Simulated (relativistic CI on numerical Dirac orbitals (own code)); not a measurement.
**Tc⁴⁺: 4d valence photoemission multiplets**

Wanted: the shape of the 4d valence photoemission spectrum of Tc⁴⁺ in 4 surroundings, from the same atomic integrals.

Method: Dirac-Coulomb-Breit CI, KLI orbitals optimised for each configuration, model QED (radiative potential, 1s self-energy scaled to tabulated hydrogen-like ionisation energies), valence Slater integrals scaled by 0.8, multiplet model of photoemission in the sudden approximation. Code: relativistic CI on numerical Dirac orbitals (own code) version 1.

### Step 1. What is computed

```
ion            : Tc⁴⁺ (Tc V)
nuclear charge : 43
electrons      : 39
configurations : [Kr] 4d3 → [Kr] 4d2
temperature    : 300 K
widths         : Lorentz 0.21 eV, Gauss 0.5 eV
surrounding 1  : free ion
surrounding 2  : Td, 10Dq = -3200 cm⁻¹
surrounding 3  : Td, 10Dq = -8900 cm⁻¹
surrounding 4  : Td, 10Dq = -14550 cm⁻¹
```

### Step 2. Surrounding 1: free ion

The run's settings:

```ini
atom Tc  Z=43  charge=4  electrons=39
nucleus A=97  rms_radius_fm=4.4112
hamiltonian dirac-coulomb  breit=on  qed=on  c_scale=1
orbitals kli  potential=per-configuration
slater_scale 0.8
correlation none
mixing on
configurations
  [Kr] 4d3
  [Kr] 4d2
end
photoemission 4d valence T=300 lorentz=0.21 gauss=0.5
crystal_field free
```

### Step 3. Surrounding 2: Td, 10Dq = -3200

Settings: those of step 2 with these lines changed.

```diff
@@ -12,2 +12,2 @@
 photoemission 4d valence T=300 lorentz=0.21 gauss=0.5
-crystal_field free
+crystal_field Td 10Dq=-3200
```

### Step 4. Surrounding 3: Td, 10Dq = -8900

Settings: those of step 3 with these lines changed.

```diff
@@ -12,2 +12,2 @@
 photoemission 4d valence T=300 lorentz=0.21 gauss=0.5
-crystal_field Td 10Dq=-3200
+crystal_field Td 10Dq=-8900
```

### Step 5. Surrounding 4: Td, 10Dq = -14550

Settings: those of step 4 with these lines changed.

```diff
@@ -12,2 +12,2 @@
 photoemission 4d valence T=300 lorentz=0.21 gauss=0.5
-crystal_field Td 10Dq=-8900
+crystal_field Td 10Dq=-14550
```

(Steps that only read results are left out.)

**Question.** What will these runs give? Wanted: highest peak, first run; ground spin.

As calculated:

| surrounding | ground S | centroid (eV) | spread (eV) | up to four highest peaks (% of the highest), eV |
| --- | --- | --- | --- | --- |
| 1: free | 1.49 | 56.51 | 0.63 | 56.2 (100), 57.8 (27) |
| 2: Td | 1.49 | 56.56 | 0.66 | 56.2 (100), 57.9 (27) |
| 3: Td | 1.47 | 56.70 | 0.86 | 55.7 (88), 56.8 (100), 57.6 (58), 58.6 (16) |
| 4: Td | 1.15 | 56.67 | 1.09 | 55.5 (100), 57.0 (72), 58.1 (51) |

| quantity | value |
| --- | --- |
| highest peak, first run | 56.2 eV |
| ground spin (effective S from ⟨S²⟩) | 1.15 to 1.49 |

What this shows: The position of the maximum differs by up to 1.3 eV between the surroundings, by shifts of peaks or by peaks exchanging rank. Energies are those of the free ion without screening by ligands; binding energies in solids differ by tens of eV.
